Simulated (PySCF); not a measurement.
# C₃H₆BrF: NMR shieldings

Aim: compute the NMR shieldings of C₃H₆BrF (`FCCCBr`).

Programs: PySCF 2.14.0, with routines of our own; each step states its level. All values are computed. Atoms count from 0.

## 1. The starting structure

11 atoms, charge 0, multiplicity 1; geometry from: GFN2-xTB.

## 2. Optimising the geometry at PBE0-D3(BJ)/def2-SVP

What the job is given:

```
{"job": {"xc": "PBE0", "basis": "def2-SVP", "d3": "d3bj", "grid": 1, "maxiter": 30, "shake": 0.01, "kind": "geom"}, "charge": 0, "multiplicity": 1}
F     -1.203830    -0.333640     1.603970
C     -1.304460     0.136530     0.301850
C     -0.116230    -0.349180    -0.502160
C      1.224180     0.210930     0.088520
Br     2.730510    -0.373470    -0.965080
H     -1.337780     1.239620     0.351770
H     -2.224690    -0.247670    -0.111420
H     -0.052690    -1.433350    -0.478230
H     -0.214930    -0.018800    -1.510530
H      1.197420     1.295870     0.088420
H      1.340610    -0.152680     1.117220
```

Launch:

```bash
$ OMP_NUM_THREADS=1 python heavy_run.py task.json out
```

This one command runs all jobs of the session in turn.

What it wrote:

```text
step   0  E = -2790.91914531  max force = 0.034963
step   1  E = -2790.91909957  max force = 0.016123
step   2  E = -2790.92212174  max force = 0.008721
step   3  E = -2790.92262022  max force = 0.002299
step   4  E = -2790.92266215  max force = 0.000777
step   5  E = -2790.92268181  max force = 0.000403
step   6  E = -2790.92270341  max force = 0.001005
step   7  E = -2790.92271578  max force = 0.000782
step   8  E = -2790.92272087  max force = 0.000246
optimisation converged
```

Run time: 38 s. Hardware: 1 thread of Arm Neoverse V2, shared host; peak memory 0.51 GiB.

The steps of the relaxation: (the energy doesn't fall at every step)

| step | energy from step 0 (eV) | largest force component (eV/Å) |
| --- | --- | --- |
| 0 | 0.0000 | 1.7979 |
| 1 | 0.0012 | 0.8291 |
| 2 | -0.0810 | 0.4485 |
| 3 | -0.0946 | 0.1182 |
| 4 | -0.0957 | 0.0400 |
| 5 | -0.0962 | 0.0207 |
| 6 | -0.0968 | 0.0517 |
| 7 | -0.0972 | 0.0402 |
| 8 | -0.0973 | 0.0126 |

Close pairs (by a distance rule), those that changed most:

| bond | before (Å) | after (Å) | change (Å) |
| --- | --- | --- | --- |
| C2–C3 | 1.568 | 1.513 | -0.055 |
| C2–H8 | 1.066 | 1.102 | +0.037 |
| C1–H6 | 1.079 | 1.103 | +0.024 |
| C2–H7 | 1.086 | 1.102 | +0.015 |
| C3–H9 | 1.085 | 1.099 | +0.014 |
| F0–C1 | 1.388 | 1.375 | -0.013 |
| C3–Br4 | 1.929 | 1.941 | +0.012 |
| C1–C2 | 1.515 | 1.513 | -0.002 |

The end geometry stands in the next job.

| at the end point | value |
| --- | --- |
| point group (found at 0.08 Å tolerance) | C1 |
| rotational constants (GHz, main isotopes) | 13.013, 1.004, 0.969 |
| dipole moment (D) | 2.06 |

## 3. NMR shieldings: PBE/pcJ-1 Br:dyall-v2z (PBE), spin–orbit

What the job is given:

```
{"job": {"kind": "hnmr", "xc": "PBE", "basis": {"default": "pcJ-1", "Br": "dyall-v2z"}, "rel": "so"}, "charge": 0, "multiplicity": 1}
F     -1.542520    -1.025730     0.812885
C     -1.164023    -0.486501    -0.393621
C      0.330227    -0.253285    -0.416466
C      0.766403     0.692155     0.681626
Br     2.691362     0.939360     0.705766
H     -1.717465     0.459084    -0.536150
H     -1.458604    -1.181877    -1.197667
H      0.850483    -1.217924    -0.303582
H      0.613013     0.148687    -1.403075
H      0.329663     1.693005     0.559502
H      0.488288     0.304383     1.669288
```

With the program's defaults for keys left out, this is: PBE/pcJ-1 Br:dyall-v2z GIAO NMR shielding, X2C with spin-orbit coupling, screened-nuclear two-electron part, Gaussian nuclei, gas phase.

What it wrote:

```text
spin-free SCF
coarse grid: 43008 points
cycle   1  E = -2823.5662926819  dE =  1.585e-01  |g| = 5.795e-01  |ddm| = 2.591e+00
cycle   2  E = -2823.4897745656  dE =  7.652e-02  |g| = 8.775e-01  |ddm| = 1.150e+00
cycle   3  E = -2823.6138872856  dE = -1.241e-01  |g| = 1.392e-01  |ddm| = 7.920e-01
cycle   4  E = -2823.6162509905  dE = -2.364e-03  |g| = 7.016e-02  |ddm| = 1.660e-01
cycle   5  E = -2823.6173098756  dE = -1.059e-03  |g| = 1.692e-02  |ddm| = 6.052e-02
cycle   6  E = -2823.6173572966  dE = -4.742e-05  |g| = 2.710e-03  |ddm| = 1.446e-02
cycle   7  E = -2823.6173586170  dE = -1.320e-06  |g| = 9.339e-04  |ddm| = 3.080e-03
final grid: 90536 points
cycle   8  E = -2823.6175663785  dE = -1.715e-08  |g| = 1.598e-03  |ddm| = 1.827e-03
cycle   9  E = -2823.6175658790  dE =  4.994e-07  |g| = 1.936e-03  |ddm| = 2.080e-03
cycle  10  E = -2823.6175665385  dE = -6.594e-07  |g| = 5.655e-04  |ddm| = 1.793e-03
cycle  11  E = -2823.6175666043  dE = -6.583e-08  |g| = 3.030e-04  |ddm| = 7.246e-04
cycle  12  E = -2823.6175666168  dE = -1.247e-08  |g| = 2.509e-05  |ddm| = 2.294e-04
cycle  13  E = -2823.6175666169  dE = -1.469e-10  |g| = 3.323e-06  |ddm| = 1.927e-05
converged SCF energy = -2823.6175666169
two-component SCF
cycle   1  E = -2823.5506515159  dE = -2.824e+03  |FDS-SDF| = 2.196e+01
cycle   2  E = -2823.6958406735  dE = -1.452e-01  |FDS-SDF| = 7.937e-03
cycle   3  E = -2823.6958404818  dE =  1.917e-07  |FDS-SDF| = 2.842e-03
cycle   4  E = -2823.6958403027  dE =  1.791e-07  |FDS-SDF| = 2.083e-03
cycle   5  E = -2823.6958409356  dE = -6.329e-07  |FDS-SDF| = 7.288e-04
cycle   6  E = -2823.6958410481  dE = -1.124e-07  |FDS-SDF| = 4.923e-05
cycle   7  E = -2823.6958410483  dE = -2.478e-10  |FDS-SDF| = 1.865e-05
converged, E = -2823.6958410483

Field gradients (au) and densities at the nuclei (bohr^-3)
atom        Vxx        Vyy        Vzz        centre      nuclear mean
  0 F     -1.4406    -1.5297     2.9703        450.212        450.193
  1 C     -0.2239    -0.2779     0.5018        126.086        126.083
  2 C     -0.0018    -0.0639     0.0657        126.047        126.045
  3 C     -0.1573    -0.2409     0.3983        126.112        126.110
  4 Br    -3.9926    -4.1405     8.1331      40852.120      40792.187
  5 H     -0.1236    -0.1413     0.2649          0.488          0.488
  6 H     -0.1241    -0.1443     0.2684          0.488          0.488
  7 H     -0.1315    -0.1427     0.2742          0.480          0.480
  8 H     -0.1327    -0.1427     0.2754          0.479          0.479
  9 H     -0.1322    -0.1466     0.2788          0.482          0.482
 10 H     -0.1340    -0.1445     0.2785          0.481          0.481
without picture change
  4 Br                           8.4057                     66306.796

Core orbital energies (eV)
atom   shell        mean    spread
  4 Br 1s       -13300.536   0.000
  4 Br 2s        -1729.779   0.000
  4 Br 3s         -236.449   0.000
  4 Br 4s          -19.782   0.000
  4 Br 2p1/2     -1557.234   0.000
  4 Br 2p3/2     -1510.220   0.084
  4 Br 3p1/2      -176.550   0.000
  4 Br 3p3/2      -169.742   0.261
  4 Br 3d3/2       -65.940   0.264
  4 Br 3d5/2       -64.880   0.357

Shielding tensors (ppm)
atom      isotropic    diamagn.    paramagn.     s11        s22        s33       span
  0 F       410.42      470.15      -59.73     362.32     420.40     448.54      86.22
  1 C        93.75      239.96     -146.22      57.48      76.14     147.62      90.15
  2 C       140.02      245.89     -105.87     120.19     133.58     166.28      46.09
  3 C       151.59      244.69      -93.10     123.19     159.41     172.18      49.00
  4 Br     2561.11     2985.91     -424.81    2086.07    2333.51    3263.74    1177.68
  5 H        26.94       28.12       -1.18      22.47      27.40      30.96       8.49
  6 H        26.61       27.61       -1.00      22.18      26.79      30.87       8.69
  7 H        29.06       29.46       -0.40      24.33      29.53      33.32       8.99
  8 H        29.67       29.55        0.12      25.17      29.95      33.90       8.73
  9 H        28.19       28.76       -0.57      21.19      28.37      35.01      13.83
 10 H        27.69       28.57       -0.87      20.33      28.09      34.66      14.32
```

It took 38 s on 1 thread of Arm Neoverse V2, shared host; peak memory 1.3 GiB.

From this job:

| quantity | value |
| --- | --- |
| energy from spin-orbit coupling | -0.0783 Eh |

## 4. NMR shieldings: KT2/pcJ-1 Br:dyall-v2z (KT2), spin–orbit

The job, as its differences from that of step 3:

```diff
@@ -1,2 +1,2 @@
-{"job": {"kind": "hnmr", "xc": "PBE", "basis": {"default": "pcJ-1", "Br": "dyall-v2z"}, "rel": "so"}, "charge": 0, "multiplicity": 1}
+{"job": {"kind": "hnmr", "xc": "KT2", "basis": {"default": "pcJ-1", "Br": "dyall-v2z"}, "rel": "so"}, "charge": 0, "multiplicity": 1}
 F     -1.542520    -1.025730     0.812885
```

Level: KT2/pcJ-1 Br:dyall-v2z GIAO NMR shielding, X2C with spin-orbit coupling, screened-nuclear two-electron part, Gaussian nuclei, gas phase.

What it wrote:

```text
spin-free SCF
coarse grid: 43008 points
cycle   1  E = -2837.6755315521  dE =  1.923e-01  |g| = 1.263e+00  |ddm| = 2.581e+00
cycle   2  E = -2837.5546055417  dE =  1.209e-01  |g| = 1.215e+00  |ddm| = 1.450e+00
cycle   3  E = -2837.7133390932  dE = -1.587e-01  |g| = 4.980e-01  |ddm| = 1.269e+00
cycle   4  E = -2837.7459888317  dE = -3.265e-02  |g| = 1.789e-01  |ddm| = 3.788e-01
cycle   5  E = -2837.7496754715  dE = -3.687e-03  |g| = 1.925e-02  |ddm| = 1.080e-01
cycle   6  E = -2837.7497356673  dE = -6.020e-05  |g| = 8.892e-03  |ddm| = 2.125e-02
cycle   7  E = -2837.7497506358  dE = -1.497e-05  |g| = 2.121e-03  |ddm| = 8.752e-03
cycle   8  E = -2837.7497514341  dE = -7.983e-07  |g| = 8.403e-04  |ddm| = 1.994e-03
final grid: 90536 points
cycle   9  E = -2837.7496384529  dE = -2.779e-06  |g| = 4.051e-02  |ddm| = 2.521e-03
cycle  10  E = -2837.7496364322  dE =  2.021e-06  |g| = 3.539e-03  |ddm| = 4.445e-03
cycle  11  E = -2837.7496274553  dE =  8.977e-06  |g| = 7.059e-03  |ddm| = 9.381e-03
cycle  12  E = -2837.7496391002  dE = -1.164e-05  |g| = 1.470e-04  |ddm| = 6.416e-03
cycle  13  E = -2837.7496391038  dE = -3.552e-09  |g| = 1.844e-05  |ddm| = 1.319e-04
converged SCF energy = -2837.7496391038
two-component SCF
cycle   1  E = -2837.6824280937  dE = -2.838e+03  |FDS-SDF| = 2.202e+01
cycle   2  E = -2837.8279276349  dE = -1.455e-01  |FDS-SDF| = 8.104e-03
cycle   3  E = -2837.8279275320  dE =  1.030e-07  |FDS-SDF| = 2.625e-03
cycle   4  E = -2837.8279274125  dE =  1.195e-07  |FDS-SDF| = 1.874e-03
cycle   5  E = -2837.8279278870  dE = -4.745e-07  |FDS-SDF| = 6.290e-04
cycle   6  E = -2837.8279279770  dE = -9.001e-08  |FDS-SDF| = 5.269e-05
cycle   7  E = -2837.8279279773  dE = -3.215e-10  |FDS-SDF| = 1.808e-05
converged, E = -2837.8279279773

Field gradients (au) and densities at the nuclei (bohr^-3)
atom        Vxx        Vyy        Vzz        centre      nuclear mean
  0 F     -1.5121    -1.6199     3.1320        461.622        461.602
  1 C     -0.2234    -0.2736     0.4970        131.182        131.180
  2 C     -0.0026    -0.0625     0.0651        131.139        131.137
  3 C     -0.1633    -0.2420     0.4053        131.212        131.210
  4 Br    -3.8259    -4.0170     7.8429      41423.118      41358.092
  5 H     -0.1226    -0.1403     0.2628          0.507          0.507
  6 H     -0.1230    -0.1431     0.2661          0.507          0.507
  7 H     -0.1307    -0.1418     0.2725          0.499          0.499
  8 H     -0.1320    -0.1418     0.2737          0.497          0.497
  9 H     -0.1313    -0.1454     0.2767          0.500          0.500
 10 H     -0.1331    -0.1434     0.2765          0.499          0.499
without picture change
  4 Br                           8.1070                     67351.265

Core orbital energies (eV)
atom   shell        mean    spread
  4 Br 1s       -13347.978   0.000
  4 Br 2s        -1739.434   0.000
  4 Br 3s         -239.822   0.000
  4 Br 4s          -19.830   0.000
  4 Br 2p1/2     -1564.592   0.000
  4 Br 2p3/2     -1517.393   0.075
  4 Br 3p1/2      -179.037   0.000
  4 Br 3p3/2      -172.207   0.251
  4 Br 3d3/2       -67.497   0.253
  4 Br 3d5/2       -66.427   0.341

Shielding tensors (ppm)
atom      isotropic    diamagn.    paramagn.     s11        s22        s33       span
  0 F       411.97      473.89      -61.92     365.28     421.35     449.28      83.99
  1 C       102.80      243.93     -141.13      67.86      86.18     154.37      86.50
  2 C       146.43      250.07     -103.64     126.34     140.09     172.84      46.50
  3 C       158.93      248.68      -89.75     131.27     166.87     178.64      47.37
  4 Br     2608.17     2992.66     -384.49    2153.18    2396.70    3274.62    1121.44
  5 H        27.02       28.26       -1.24      22.55      27.42      31.08       8.53
  6 H        26.68       27.72       -1.04      22.26      26.76      31.03       8.77
  7 H        29.07       29.63       -0.56      24.35      29.52      33.35       9.00
  8 H        29.68       29.74       -0.05      25.17      29.91      33.96       8.79
  9 H        28.12       28.91       -0.79      20.99      28.34      35.04      14.05
 10 H        27.63       28.73       -1.09      20.14      28.09      34.67      14.53
```

Run time: 39 s. Hardware: 1 thread of Arm Neoverse V2, shared host; peak memory 1.2 GiB.

In short:

| quantity | value |
| --- | --- |
| energy from spin-orbit coupling | -0.0783 Eh |

[end of part 1 of 2]
